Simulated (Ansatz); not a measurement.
# CH₄BBrSi: basis-set convergence

An exercise on one series of results from a longer session: the logs are not shown, and one member is left open.

Method: one geometry, several basis sets; program: Ansatz 0.2.0, Gaussian basis.

Plan: PBE0-D4/def2-SVP; ωB97M-V/def2-SVP; PBE0-D4/def2-QZVPP; ωB97M-V/def2-QZVPP; the functionals' def2-TZVPP values are taken from earlier runs.

## Structure used throughout

An earlier PBE0-D4 in a triple-zeta def2 set relaxation fixed the geometry.

SMILES `BrB1C[SiH2]1`, 8 atoms, charge 0, spin multiplicity 1.

Atoms are counted from 1 here; the program's logs count them from 0.

Bond lengths: Br1–B2 1.886 Å, B2–C3 1.508 Å, B2–Si4 1.922 Å, C3–Si4 1.966 Å, C3–H5 1.094 Å, C3–H6 1.088 Å, Si4–H7 1.480 Å, Si4–H8 1.484 Å. Angles: Br1–B2–C3 134.1°, Br1–B2–Si4 144.7°, C3–B2–Si4 68.7°, B2–C3–Si4 65.7°, B2–C3–H5 117.2°, B2–C3–H6 124.3°, Si4–C3–H5 94.4°, Si4–C3–H6 135.3°, H5–C3–H6 111.6°, B2–Si4–C3 45.6°, B2–Si4–H7 125.4°, B2–Si4–H8 121.9°, C3–Si4–H7 107.8°, C3–Si4–H8 123.1°, H7–Si4–H8 112.3°.

The first run:

The input, in.yaml:

```yaml
crystal:
  periodic: [false, false, false]
  atoms:
    - {symbol: Br, position_ang: [-2.640960, 1.173450, -0.154261]}
    - {symbol: B, position_ang: [-0.890828, 0.501026, -0.354544]}
    - {symbol: C, position_ang: [0.419897, 0.759426, 0.345196]}
    - {symbol: Si, position_ang: [0.197361, -1.082612, -0.303531]}
    - {symbol: H, position_ang: [1.291580, 0.964428, -0.283831]}
    - {symbol: H, position_ang: [0.510840, 1.230176, 1.321418]}
    - {symbol: H, position_ang: [1.323923, -1.378957, -1.215826]}
    - {symbol: H, position_ang: [-0.119612, -2.224039, 0.589579]}
basis:
  gaussian: {orbitals: def2-SVP}
hamiltonian: {xc: pbe0, dispersion: d4}
output: {orbitals: {seedname: orbitals}}
```

Command:

```sh
$ ansatz run in.yaml --threads 2 --pin off --events-out ev --progress --plain --max-ram 4352MiB
```

Steps of the session up to this table: PBE0-D4 in def2-SVP; ωB97M-V in def2-SVP; PBE0-D4 in def2-QZVPP; ωB97M-V in def2-QZVPP.

One of the session's tables, all rows but one given; the rest of the session is left out.

It belongs to the step «Density functionals: the series». 

```
functional       basis  HOMO (eV)  LUMO (eV)
   PBE0-D4    def2-SVP      -6.81      -1.81
   PBE0-D4  def2-TZVPP      -6.85      -1.88
   PBE0-D4  def2-QZVPP      -6.86      -1.90
   ωB97M-V    def2-SVP      -8.84       0.25
   ωB97M-V  def2-TZVPP          ?          ?
   ωB97M-V  def2-QZVPP      -8.92       0.07
```

Estimate the missing values for ωB97M-V, def2-TZVPP.

As computed: HOMO (eV): -8.91; LUMO (eV): 0.12. In the column «HOMO (eV)» it lies between ωB97M-V, def2-QZVPP (-8.92) and ωB97M-V, def2-SVP (-8.84).
